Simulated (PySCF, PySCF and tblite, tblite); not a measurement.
# C5H12OSi: conformers and averaged spectra

Which conformers does C5H12OSi (`CC(=O)C[C@H](C)[SiH3]`) populate, and what do their averaged NMR parameters look like?

Computed with tblite 0.8.0 (tight binding) and PySCF 2.14.0 (DFT, with response routines of our own); each step states its level. Atoms count from 0 throughout.

## Step 1: The starting structure

19 atoms, charge 0, multiplicity 1; geometry from: MMFF94s geometry.

Bonds of the start (Å): C0–C1 1.52, C0–H7 1.10, C0–H8 1.09, C0–H9 1.09, C1–C3 1.52, C1–O2 1.21, C3–C4 1.54, C3–H10 1.10, C3–H11 1.10, C4–C5 1.54, C4–H12 1.10, C4–Si6 1.91, C5–H13 1.10, C5–H14 1.10, C5–H15 1.09, Si6–H16 1.49, Si6–H17 1.49, Si6–H18 1.47.

## Step 2: GFN2-xTB relaxation, conformer 1

The job: settings as JSON, then the geometry in Å.

```
{"job": {"xc": "GFN2-xTB", "basis": "xTB", "kind": "relax"}, "charge": 0, "multiplicity": 1}
C      2.410700     0.810100    -0.360400
C      0.948300     1.165400    -0.150200
O      0.364700     1.914100    -0.900700
C      0.264400     0.546600     1.055500
C     -0.794400    -0.529700     0.730600
C     -0.191800    -1.685700    -0.085300
Si    -2.404100     0.152600    -0.039700
H      3.000800     1.171200     0.492100
H      2.516000    -0.271500    -0.470000
H      2.759100     1.297100    -1.266000
H      1.034600     0.088700     1.699900
H     -0.173300     1.354600     1.653000
H     -1.118700    -0.949200     1.695400
H      0.108300    -1.372900    -1.094500
H      0.698600    -2.074500     0.421200
H     -0.903800    -2.508700    -0.175800
H     -2.867700     1.326400     0.749900
H     -3.443700    -0.915500     0.052000
H     -2.217700     0.490000    -1.461500
```

Started as:

```sh
$ OMP_NUM_THREADS=1 python ens_run.py task.json out
```

The driver reads the study from task.json and runs its stages one after another.

Standard output:

```text
step      E/eV     max force
  0    -615.11195    0.772
  1    -615.13487    0.479
  2    -615.15082    0.437
  3    -615.15986    0.308
  4    -615.16663    0.275
  5    -615.17332    0.218
  6    -615.17857    0.198
  7    -615.18314    0.148
  8    -615.18616    0.138
  9    -615.18908    0.132
 10    -615.19322    0.178
 11    -615.19906    0.197
 12    -615.20561    0.230
 13    -615.21113    0.164
 14    -615.21504    0.137
 15    -615.21798    0.123
 16    -615.22047    0.113
 17    -615.22251    0.099
 18    -615.22413    0.094
 19    -615.22551    0.107
 20    -615.22684    0.093
 21    -615.22829    0.090
 22    -615.22995    0.105
 23    -615.23168    0.100
 24    -615.23330    0.095
 25    -615.23479    0.092
 26    -615.23630    0.107
 27    -615.23794    0.116
 28    -615.23960    0.107
 29    -615.24119    0.096
 30    -615.24270    0.088
 31    -615.24418    0.084
 32    -615.24564    0.088
 33    -615.24719    0.092
 34    -615.24913    0.138
 35    -615.25193    0.191
 36    -615.25589    0.216
 37    -615.26048    0.227
 38    -615.26498    0.182
 39    -615.26902    0.183
 40    -615.27279    0.205
 41    -615.27716    0.203
 42    -615.28275    0.225
 43    -615.28649    0.136
 44    -615.28903    0.131
 45    -615.29142    0.152
 46    -615.29340    0.139
 47    -615.29480    0.076
 48    -615.29578    0.070
 49    -615.29672    0.085
 50    -615.29780    0.109
 51    -615.29910    0.124
 52    -615.30042    0.101
 53    -615.30143    0.066
 54    -615.30211    0.055
 55    -615.30270    0.062
 56    -615.30341    0.079
 57    -615.30433    0.076
 58    -615.30540    0.086
 59    -615.30657    0.096
 60    -615.30788    0.089
 61    -615.30937    0.115
 62    -615.31095    0.112
 63    -615.31233    0.066
 64    -615.31338    0.065
 65    -615.31424    0.064
 66    -615.31509    0.067
 67    -615.31593    0.066
 68    -615.31686    0.074
 69    -615.31782    0.068
 70    -615.31904    0.074
 71    -615.32035    0.087
 72    -615.32153    0.074
 73    -615.32256    0.084
 74    -615.32362    0.081
 75    -615.32477    0.087
 76    -615.32577    0.086
 77    -615.32647    0.050
 78    -615.32702    0.056
 79    -615.32769    0.054
 80    -615.32862    0.072
 81    -615.32957    0.067
 82    -615.33028    0.055
 83    -615.33089    0.052
 84    -615.33157    0.059
 85    -615.33235    0.064
 86    -615.33291    0.054
 87    -615.33328    0.042
 88    -615.33355    0.041
 89    -615.33386    0.052
 90    -615.33421    0.039
 91    -615.33421    0.039
 92    -615.33435    0.030
 93    -615.33453    0.028
 94    -615.33461    0.028
 95    -615.33480    0.029
 96    -615.33492    0.040
 97    -615.33504    0.035
 98    -615.33516    0.023
 99    -615.33529    0.028
100    -615.33538    0.023
101    -615.33545    0.018
102    -615.33552    0.020
103    -615.33560    0.024
104    -615.33567    0.026
105    -615.33575    0.024
106    -615.33582    0.021
107    -615.33590    0.020
108    -615.33599    0.020
109    -615.33607    0.020
110    -615.33613    0.018
111    -615.33619    0.023
112    -615.33625    0.020
113    -615.33632    0.019
114    -615.33638    0.019
115    -615.33643    0.016
116    -615.33649    0.019
117    -615.33656    0.019
118    -615.33662    0.019
119    -615.33667    0.014
120    -615.33670    0.013
121    -615.33673    0.011
122    -615.33676    0.015
123    -615.33679    0.016
124    -615.33681    0.010
125    -615.33683    0.009
126    -615.33684    0.009
127    -615.33685    0.014
128    -615.33687    0.015
129    -615.33688    0.009
130    -615.33689    0.008
131    -615.33690    0.006
132    -615.33691    0.008
133    -615.33692    0.009
134    -615.33693    0.006
135    -615.33694    0.007
136    -615.33695    0.007
137    -615.33696    0.009
138    -615.33697    0.009
139    -615.33698    0.009
140    -615.33699    0.008
141    -615.33700    0.006
142    -615.33701    0.005
143    -615.33701    0.005
144    -615.33702    0.006
145    -615.33702    0.006
146    -615.33703    0.005
147    -615.33703    0.005
148    -615.33704    0.005
149    -615.33704    0.004
150    -615.33705    0.004
151    -615.33705    0.005
152    -615.33705    0.006
153    -615.33706    0.006
154    -615.33706    0.005
155    -615.33707    0.005
156    -615.33708    0.005
157    -615.33708    0.003
```

Wall time 1.6 s (1 thread of Arm Neoverse N1, shared host).

Gain 0.225 eV; displacement 0.52 Å root mean square.

**GFN2-xTB relaxation, conformer 2**

The job: settings as JSON, then the geometry in Å.

```
{"job": {"xc": "GFN2-xTB", "basis": "xTB", "kind": "relax"}, "charge": 0, "multiplicity": 1}
C      2.588800    -0.102700    -0.303000
C      1.427400     0.786200    -0.729000
O      1.569300     1.999000    -0.802200
C      0.099200     0.117700    -1.014500
C     -0.638000    -0.362500     0.269700
C     -1.783100    -1.309900    -0.141800
Si    -1.254600     1.074000     1.368900
H      2.411200    -0.484600     0.707100
H      2.695700    -0.926100    -1.011300
H      3.502000     0.481100    -0.297000
H     -0.519600     0.806600    -1.588100
H      0.304500    -0.741700    -1.667800
H      0.053300    -0.933500     0.896900
H     -2.291200    -1.707800     0.738800
H     -2.525300    -0.793200    -0.762300
H     -1.392700    -2.162500    -0.692600
H     -2.132100     1.973100     0.586300
H     -0.092600     1.796700     1.928100
H     -2.032100     0.499400     2.506500
```

Standard output:

```text
step      E/eV     max force
  0    -615.08927    1.296
  1    -615.10882    1.577
  2    -615.13054    0.264
  3    -615.13883    0.220
  4    -615.14579    0.254
  5    -615.14915    0.155
  6    -615.15300    0.147
  7    -615.15541    0.140
  8    -615.15737    0.098
  9    -615.15868    0.074
 10    -615.15998    0.088
 11    -615.16145    0.108
 12    -615.16307    0.125
 13    -615.16459    0.114
 14    -615.16585    0.089
 15    -615.16685    0.081
 16    -615.16764    0.059
 17    -615.16825    0.055
 18    -615.16870    0.053
 19    -615.16909    0.047
 20    -615.16952    0.042
 21    -615.17001    0.052
 22    -615.17053    0.057
 23    -615.17101    0.054
 24    -615.17146    0.048
 25    -615.17190    0.052
 26    -615.17235    0.044
 27    -615.17277    0.045
 28    -615.17310    0.038
 29    -615.17310    0.038
 30    -615.17325    0.031
 31    -615.17355    0.067
 32    -615.17366    0.038
 33    -615.17380    0.055
 34    -615.17409    0.062
 35    -615.17428    0.038
 36    -615.17451    0.037
 37    -615.17469    0.040
 38    -615.17486    0.046
 39    -615.17502    0.032
 40    -615.17518    0.028
 41    -615.17533    0.030
 42    -615.17547    0.035
 43    -615.17564    0.038
 44    -615.17586    0.042
 45    -615.17610    0.056
 46    -615.17634    0.049
 47    -615.17655    0.035
 48    -615.17674    0.033
 49    -615.17693    0.041
 50    -615.17716    0.049
 51    -615.17744    0.043
 52    -615.17775    0.043
 53    -615.17809    0.044
 54    -615.17840    0.040
 55    -615.17867    0.038
 56    -615.17892    0.037
 57    -615.17919    0.050
 58    -615.17949    0.051
 59    -615.17978    0.033
 60    -615.18004    0.038
 61    -615.18028    0.040
 62    -615.18050    0.038
 63    -615.18074    0.039
 64    -615.18097    0.034
 65    -615.18118    0.036
 66    -615.18136    0.040
 67    -615.18152    0.029
 68    -615.18166    0.027
 69    -615.18180    0.032
 70    -615.18195    0.045
 71    -615.18212    0.040
 72    -615.18233    0.035
 73    -615.18256    0.037
 74    -615.18284    0.051
 75    -615.18318    0.073
 76    -615.18354    0.055
 77    -615.18381    0.061
 78    -615.18403    0.051
 79    -615.18423    0.038
 80    -615.18461    0.039
 81    -615.18488    0.040
 82    -615.18525    0.043
 83    -615.18549    0.035
 84    -615.18575    0.034
 85    -615.18602    0.042
 86    -615.18639    0.049
 87    -615.18678    0.043
 88    -615.18706    0.066
 89    -615.18742    0.054
 90    -615.18777    0.040
 91    -615.18842    0.053
 92    -615.18878    0.058
 93    -615.18932    0.049
 94    -615.18975    0.048
 95    -615.19026    0.057
 96    -615.19079    0.077
 97    -615.19117    0.087
 98    -615.19185    0.061
 99    -615.19233    0.045
100    -615.19261    0.034
101    -615.19283    0.031
102    -615.19306    0.036
103    -615.19326    0.034
104    -615.19345    0.039
105    -615.19367    0.040
106    -615.19400    0.046
107    -615.19445    0.047
108    -615.19497    0.055
109    -615.19549    0.057
110    -615.19604    0.056
111    -615.19646    0.051
112    -615.19658    0.104
113    -615.19725    0.039
114    -615.19762    0.034
115    -615.19806    0.041
116    -615.19844    0.040
117    -615.19881    0.037
118    -615.19908    0.037
119    -615.19929    0.033
120    -615.19951    0.031
121    -615.19980    0.041
122    -615.20016    0.050
123    -615.20059    0.060
124    -615.20114    0.059
125    -615.20185    0.075
126    -615.20277    0.094
127    -615.20355    0.110
128    -615.20449    0.135
129    -615.20517    0.086
130    -615.20603    0.100
131    -615.20735    0.116
132    -615.20884    0.186
133    -615.21148    0.182
134    -615.21350    0.433
135    -615.21622    0.202
136    -615.21852    0.093
137    -615.22052    0.119
138    -615.22212    0.145
139    -615.22493    0.130
140    -615.22727    0.127
141    -615.22925    0.107
142    -615.23065    0.166
143    -615.23239    0.134
144    -615.23485    0.116
145    -615.23809    0.133
146    -615.23971    0.119
147    -615.24204    0.114
148    -615.24461    0.125
149    -615.24763    0.186
150    -615.25123    0.210
151    -615.25415    0.111
152    -615.25914    0.125
153    -615.26200    0.154
154    -615.26612    0.141
155    -615.26944    0.141
156    -615.27254    0.133
157    -615.27422    0.125
158    -615.27685    0.128
159    -615.27944    0.109
160    -615.28385    0.096
161    -615.28505    0.094
162    -615.28671    0.081
163    -615.28818    0.079
164    -615.28951    0.084
165    -615.29088    0.108
166    -615.29194    0.143
167    -615.29290    0.113
168    -615.29418    0.069
169    -615.29563    0.106
170    -615.29736    0.095
171    -615.29875    0.072
172    -615.29973    0.067
173    -615.30050    0.070
174    -615.30116    0.116
175    -615.30181    0.074
176    -615.30248    0.090
177    -615.30338    0.068
178    -615.30437    0.083
179    -615.30565    0.088
180    -615.30676    0.097
181    -615.30776    0.080
182    -615.30871    0.087
183    -615.30954    0.068
184    -615.31007    0.044
185    -615.31037    0.037
186    -615.31056    0.090
187    -615.31077    0.037
188    -615.31100    0.036
189    -615.31116    0.027
190    -615.31124    0.019
191    -615.31131    0.019
192    -615.31137    0.023
193    -615.31146    0.024
194    -615.31154    0.022
195    -615.31162    0.021
196    -615.31168    0.022
197    -615.31178    0.029
198    -615.31194    0.038
199    -615.31220    0.048
200    -615.31250    0.046
201    -615.31277    0.033
202    -615.31294    0.026
203    -615.31309    0.025
204    -615.31327    0.024
205    -615.31343    0.026
206    -615.31359    0.032
207    -615.31372    0.039
208    -615.31397    0.048
209    -615.31429    0.037
210    -615.31470    0.035
211    -615.31491    0.029
212    -615.31512    0.033
213    -615.31525    0.024
214    -615.31530    0.030
215    -615.31535    0.025
216    -615.31539    0.015
217    -615.31543    0.009
218    -615.31545    0.010
219    -615.31546    0.009
220    -615.31548    0.010
221    -615.31550    0.008
222    -615.31551    0.008
223    -615.31552    0.008
224    -615.31553    0.005
225    -615.31553    0.004
```

Run time: 2.4 s. Hardware: 1 thread of Arm Neoverse N1, shared host.

The energy fell by 0.226 eV, and the atoms moved 0.87 Å (root mean square).

## Step 3: Shieldings, conformer 1: PBE0/pcSseg-1

The job: settings as JSON, then the geometry in Å.

```
{"job": {"xc": "PBE0", "basis": "pcSseg-1", "kind": "nmr", "pop": true}, "charge": 0, "multiplicity": 1}
C      2.317118     1.263908    -0.309389
C      0.850231     0.955904    -0.187138
O      0.048120     1.276820    -1.031742
C      0.422534     0.228585     1.055698
C     -0.800600    -0.641891     0.778238
C     -0.381553    -1.901732     0.029042
Si    -2.153696     0.317183    -0.189171
H      2.690520     1.694376     0.616918
H      2.854798     0.333552    -0.487938
H      2.498957     1.943523    -1.137960
H      1.253449    -0.350856     1.467517
H      0.161094     1.001429     1.786031
H     -1.211112    -0.948263     1.744922
H      0.051497    -1.644844    -0.936203
H      0.356798    -2.473497     0.594287
H     -1.243395    -2.541151    -0.146744
H     -2.201516     1.713093     0.237413
H     -3.410141    -0.301225     0.287161
H     -2.112905     0.084335    -1.625243
```

Standard output:

```text
coarse grid: 15584 points
cycle   1  E = -561.7940095080  dE =  6.843e-01  |g| = 7.843e-01  |ddm| = 3.726e+00
cycle   2  E = -561.4617825638  dE =  3.322e-01  |g| = 1.531e+00  |ddm| = 2.095e+00
cycle   3  E = -561.9152754678  dE = -4.535e-01  |g| = 1.840e-01  |ddm| = 1.599e+00
cycle   4  E = -561.9225482936  dE = -7.273e-03  |g| = 5.507e-02  |ddm| = 1.839e-01
cycle   5  E = -561.9232316532  dE = -6.834e-04  |g| = 1.334e-02  |ddm| = 5.812e-02
cycle   6  E = -561.9232713979  dE = -3.974e-05  |g| = 4.024e-03  |ddm| = 1.449e-02
cycle   7  E = -561.9232749623  dE = -3.564e-06  |g| = 7.905e-04  |ddm| = 3.727e-03
final grid: 143640 points
cycle   8  E = -561.9759696395  dE = -2.704e-05  |g| = 1.261e-02  |ddm| = 2.950e-02
cycle   9  E = -561.9758957452  dE =  7.389e-05  |g| = 2.335e-02  |ddm| = 2.616e-02
cycle  10  E = -561.9760014069  dE = -1.057e-04  |g| = 2.587e-03  |ddm| = 1.819e-02
cycle  11  E = -561.9760028264  dE = -1.419e-06  |g| = 2.301e-04  |ddm| = 2.251e-03
cycle  12  E = -561.9760028367  dE = -1.031e-08  |g| = 1.117e-04  |ddm| = 3.599e-04
cycle  13  E = -561.9760028397  dE = -2.935e-09  |g| = 2.364e-05  |ddm| = 1.126e-04
cycle  14  E = -561.9760028398  dE = -1.390e-10  |g| = 4.913e-06  |ddm| = 2.830e-05
converged SCF energy = -561.9760028398

GIAO shielding tensors (ppm)
atom      isotropic    diamagn.    paramagn.     s11        s22        s33       span
  0 C      152.878     251.561     -98.683    130.652    136.288    191.694     61.042
  1 C      -32.848     253.191    -286.040   -109.099    -89.805    100.359    209.458
  2 O     -297.706     405.258    -702.965   -817.487   -406.642    331.010   1148.497
  3 C      136.373     256.016    -119.643    119.086    125.486    164.547     45.461
  4 C      170.095     251.318     -81.223    165.267    166.103    178.913     13.646
  5 C      167.217     248.324     -81.107    149.375    165.347    186.928     37.553
  6 Si     415.649     879.276    -463.628    368.449    403.816    474.680    106.231
  7 H       29.359      29.010       0.349     26.086     29.113     32.879      6.794
  8 H       29.572      29.952      -0.380     26.770     28.981     32.964      6.195
  9 H       29.589      28.558       1.031     25.896     27.747     35.123      9.227
 10 H       29.169      34.388      -5.219     25.975     28.210     33.322      7.347
 11 H       29.215      32.593      -3.378     25.405     27.989     34.252      8.847
 12 H       30.621      32.410      -1.789     26.799     27.841     37.222     10.422
 13 H       30.980      32.022      -1.042     27.353     30.141     35.445      8.092
 14 H       30.810      30.766       0.044     26.454     28.229     37.747     11.293
 15 H       30.443      29.851       0.592     25.379     28.307     37.643     12.264
 16 H       27.720      30.033      -2.313     24.578     26.106     32.476      7.898
 17 H       27.781      29.480      -1.700     23.965     25.877     33.500      9.535
 18 H       27.505      29.884      -2.379     24.482     26.080     31.954      7.472
```

Run time: 49 s. Hardware: 1 thread of Arm Neoverse N1, shared host; peak memory 0.85 GiB.

This run: HOMO -7.45 eV, LUMO -0.72 eV; dipole 3.77 D.

## Step 4: Shieldings, conformer 2: PBE0/pcSseg-1

The job: settings as JSON, then the geometry in Å.

```
{"job": {"xc": "PBE0", "basis": "pcSseg-1", "kind": "nmr", "pop": false}, "charge": 0, "multiplicity": 1}
C      2.752445     0.233838    -0.856809
C      1.428526     0.489684    -0.189345
O      1.280415     1.354225     0.641719
C      0.288222    -0.387195    -0.615675
C     -0.768258    -0.492531     0.481829
C     -1.994394    -1.219058    -0.057926
Si    -1.202817     1.234874     1.201335
H      3.165453    -0.695912    -0.467697
H      2.620785     0.119518    -1.930128
H      3.447684     1.042597    -0.647506
H     -0.157440     0.089076    -1.496385
H      0.656574    -1.367976    -0.929308
H     -0.343181    -1.102816     1.285754
H     -2.727669    -1.364531     0.731095
H     -2.463701    -0.642121    -0.852892
H     -1.726563    -2.197536    -0.459514
H     -1.107302     2.264936     0.168962
H     -0.518408     1.512962     2.455505
H     -2.640177     1.137216     1.529525
```

Standard output:

```text
coarse grid: 15584 points
cycle   1  E = -561.7935092691  dE =  6.816e-01  |g| = 7.857e-01  |ddm| = 3.734e+00
cycle   2  E = -561.4625022814  dE =  3.310e-01  |g| = 1.532e+00  |ddm| = 2.140e+00
cycle   3  E = -561.9153818168  dE = -4.529e-01  |g| = 1.832e-01  |ddm| = 1.629e+00
cycle   4  E = -561.9226412030  dE = -7.259e-03  |g| = 5.408e-02  |ddm| = 1.846e-01
cycle   5  E = -561.9233000272  dE = -6.588e-04  |g| = 1.343e-02  |ddm| = 5.891e-02
cycle   6  E = -561.9233413444  dE = -4.132e-05  |g| = 3.917e-03  |ddm| = 1.455e-02
cycle   7  E = -561.9233446864  dE = -3.342e-06  |g| = 7.564e-04  |ddm| = 3.635e-03
final grid: 143640 points
cycle   8  E = -561.9760657890  dE = -2.303e-05  |g| = 1.282e-02  |ddm| = 2.758e-02
cycle   9  E = -561.9759887256  dE =  7.706e-05  |g| = 2.382e-02  |ddm| = 2.688e-02
cycle  10  E = -561.9760983024  dE = -1.096e-04  |g| = 2.564e-03  |ddm| = 1.904e-02
cycle  11  E = -561.9760996994  dE = -1.397e-06  |g| = 2.343e-04  |ddm| = 2.225e-03
cycle  12  E = -561.9760997109  dE = -1.143e-08  |g| = 1.163e-04  |ddm| = 3.973e-04
cycle  13  E = -561.9760997141  dE = -3.246e-09  |g| = 2.079e-05  |ddm| = 1.122e-04
cycle  14  E = -561.9760997142  dE = -1.069e-10  |g| = 4.419e-06  |ddm| = 2.822e-05
converged SCF energy = -561.9760997142

GIAO shielding tensors (ppm)
atom      isotropic    diamagn.    paramagn.     s11        s22        s33       span
  0 C      154.625     251.625     -97.000    133.963    138.000    191.912     57.948
  1 C      -31.353     252.783    -284.136   -109.350    -87.211    102.502    211.853
  2 O     -306.950     405.439    -712.389   -835.310   -413.694    328.153   1163.463
  3 C      134.058     256.491    -122.433    110.909    119.373    171.892     60.983
  4 C      171.749     251.360     -79.611    162.650    173.286    179.310     16.660
  5 C      165.234     245.967     -80.733    150.383    161.281    184.037     33.654
  6 Si     411.396     879.787    -468.391    370.247    387.947    475.994    105.747
  7 H       29.532      29.293       0.239     26.599     28.516     33.480      6.881
  8 H       29.370      29.492      -0.122     26.001     29.497     32.611      6.610
  9 H       29.611      28.112       1.499     25.893     27.794     35.146      9.252
 10 H       29.685      34.058      -4.373     26.999     29.003     33.053      6.054
 11 H       28.879      34.786      -5.906     24.934     27.773     33.932      8.998
 12 H       30.845      33.634      -2.789     27.358     28.757     36.421      9.063
 13 H       30.367      29.348       1.019     25.573     28.104     37.424     11.851
 14 H       30.872      30.399       0.473     27.225     28.792     36.599      9.374
 15 H       30.497      29.939       0.557     25.593     28.427     37.470     11.877
 16 H       27.974      30.399      -2.425     24.926     26.916     32.079      7.152
 17 H       27.176      30.028      -2.852     23.457     25.580     32.493      9.036
 18 H       28.086      30.052      -1.966     24.226     27.018     33.014      8.789
```

Run time: 44 s. Hardware: 1 thread of Arm Neoverse N1, shared host; peak memory 0.86 GiB.

Key values: HOMO -7.47 eV, LUMO -0.70 eV; dipole 3.76 D.

[end of part 1 of 2]
